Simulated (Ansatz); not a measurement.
# Na2ZrO2: the cost of one run

Computed with Ansatz 0.2.0 (DFT PBE, scalar-relativistic, plane waves, PAW, unless a step's input says otherwise).

1 further run of the same task is left out (it didn't finish).

## 1. Starting point

Symmetry: P-3m1, No. 164, trigonal system. The conventional cell has a = 3.587 Å, b = 3.587 Å, c = 6.410 Å, α = 90.00°, β = 90.00°, γ = 120.00°. Around Na (site symmetry 3m) lie 4 O at 2.15 to 2.17 Å. Zr (site symmetry -3m) has 6 O at 2.75 Å in its first shell of neighbours. O (site symmetry 3m) has 4 Na at 2.15 to 2.17 Å and 3 Zr at 2.75 Å in its first shell of neighbours.

Coordinates:

```cif
data_structure
_symmetry_space_group_name_H-M 'P 1'
_symmetry_Int_Tables_number 1
_cell_length_a 3.5867
_cell_length_b 3.5867
_cell_length_c 6.4103
_cell_angle_alpha 90.000
_cell_angle_beta 90.000
_cell_angle_gamma 120.000
_cell_volume 71.42
loop_
_atom_site_label
_atom_site_type_symbol
_atom_site_fract_x
_atom_site_fract_y
_atom_site_fract_z
_atom_site_occupancy
Na1 Na 0.33333 0.66667 0.61665 1
Na2 Na 0.66667 0.33333 0.38335 1
Zr1 Zr 0.00000 0.00000 0.00000 1
O1 O 0.66667 0.33333 0.71801 1
O2 O 0.33333 0.66667 0.28199 1
```

Recipe of the guess: species swapped into a database cell of CaMn2P2 (P-3m1, No. 164), with Zr on the Ca sites, Na on the Mn sites and O on the P sites. Lengths come from tabulated atomic sizes and are only a guess.

## 2. A first look at the guess

File input.yaml:

```yaml
crystal:
  lattice:
    - [3.58671151, 0.0, 0.0]
    - [-1.79335576, 3.10618329, 0.0]
    - [0.0, 0.0, 6.41028033]
  atoms:
    - { symbol: Na, position: [0.33333333, 0.66666667, 0.61664999] }
    - { symbol: Na, position: [0.66666667, 0.33333333, 0.38335001] }
    - { symbol: Zr, position: [0.0, 0.0, 0.0] }
    - { symbol: O, position: [0.66666667, 0.33333333, 0.718005] }
    - { symbol: O, position: [0.33333333, 0.66666667, 0.281995] }
basis:
  ecutwfc: 420
kpoints:
  mp_grid: { grid: [6, 6, 4] }
hamiltonian:
  xc: pbe
scf:
  occupations: { method: gaussian, width: 0.1 }
  lower_state_search: "off"
output:
  forces: true
  stress: true
  eigenvalues: true
```

The run is started by

```sh
> ansatz run input.yaml --threads 1 --pin off --max-ram 2560MiB --backend cpu --events-out ev --progress --plain --runs-dir out
```

**Question.** How long does this run take on 1 thread of Arm Neoverse V1, shared host, and how much memory does it need?

About 2.5 s, with a peak of 0.34 GiB.
